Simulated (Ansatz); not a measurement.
Write a Python script for Ansatz's Python interface that makes a ladder of methods at one geometry of CH5NOSiTe, SMILES NC1[Te][SiH]1O. Level of theory (for the species named): BLYP, def2-SVP basis, multiplicity 1. The script varies functional: blyp, r2scan, revpbe, b3lyp.

```yaml
atoms:
  - { symbol: N, position_ang: [-0.2569, 0.2352, 1.4819] }
  - { symbol: C, position_ang: [0.2054, -0.6894, 0.5115] }
  - { symbol: Te, position_ang: [2.2244, -0.3220, 0.0194] }
  - { symbol: Si, position_ang: [0.1290, -0.0901, -1.2190] }
  - { symbol: O, position_ang: [-0.5238, 1.5050, -1.3149] }
  - { symbol: H, position_ang: [-1.3416, 0.1660, 1.5201] }
  - { symbol: H, position_ang: [0.1022, 0.0210, 2.4115] }
  - { symbol: H, position_ang: [-0.0449, -1.7245, 0.6952] }
  - { symbol: H, position_ang: [-0.4364, -1.0909, -2.1230] }
  - { symbol: H, position_ang: [0.0256, 1.9384, -1.9796] }
```

`methods.py`:
```python
from pathlib import Path
import argparse

import ansatz as az
import numpy as np

parser = argparse.ArgumentParser(description="One geometry of CH5NOSiTe, method by method.")
parser.add_argument("--basis", required=True, help="Gaussian basis set")
args = parser.parse_args()

geometry_ang = [
    ("N", (-0.2569, 0.2352, 1.4819)),
    ("C", (0.2054, -0.6894, 0.5115)),
    ("Te", (2.2244, -0.322, 0.0194)),
    ("Si", (0.129, -0.0901, -1.219)),
    ("O", (-0.5238, 1.505, -1.3149)),
    ("H", (-1.3416, 0.166, 1.5201)),
    ("H", (0.1022, 0.021, 2.4115)),
    ("H", (-0.0449, -1.7245, 0.6952)),
    ("H", (-0.4364, -1.0909, -2.123)),
    ("H", (0.0256, 1.9384, -1.9796)),
]
mol = az.Crystal.molecule()
for symbol, xyz in geometry_ang:
    mol = mol.atom(symbol, xyz)

base = mol.calculation().basis(gaussian=args.basis)

print("functional    E (Ha)        dipole (D)   HOMO (eV)  LUMO (eV)")
for name in ["blyp", "r2scan", "revpbe", "b3lyp"]:
    r = base.functional(name).forces().orbitals().run(runs_dir="runs").report
    lines = Path(r["orbitals_path"]).read_text().splitlines()
    field_of = lambda key: [line.split("=")[1].strip() for line in lines if line.startswith(key)]
    orbitals = [(27.211386 * float(e), s, float(n)) for e, s, n in zip(field_of("Ene="), field_of("Spin="), field_of("Occup="))]
    homo = max(e for e, _, n in orbitals if n > 0.5)
    lumo = min(e for e, _, n in orbitals if n < 0.5)
    dipole = 4.803205 * np.linalg.norm(r["charge_distribution"]["dipole_moment_e_ang"])
    print(f"{name:10s} {r['free_energy_ev'] / 27.211386246:14.6f} {dipole:9.3f} {homo:11.3f} {lumo:10.3f}")
```

Running `python methods.py --basis def2-SVP` prints:
```text
functional    E (Ha)        dipole (D)   HOMO (eV)  LUMO (eV)
blyp          -728.261467     1.208      -4.677     -1.819
r2scan        -728.368774     1.402      -5.193     -1.868
revpbe        -728.312102     1.222      -4.865     -1.902
b3lyp         -728.481798     1.354      -5.705     -1.404
```

Total energies depend on the basis set; only differences at equal settings carry meaning. The geometry is a force-field or estimated start, not a minimum of this method, and the basis set is short of its limit. A lower total doesn't mark the better method: functionals have no common bound, and MP2 and coupled cluster aren't variational. b3lyp holds the VWN-RPA fit, as in Gaussian; the form of ORCA and Turbomole is b3lyp5. Levels such as HOMO and LUMO are orbital energies: with these approximate functionals they aren't the ionisation energy and electron affinity, and their gap isn't the fundamental gap. Wall time of the script: 26 s on 1 thread of Arm Neoverse V2, on a shared host, peak memory 0.35 GiB.
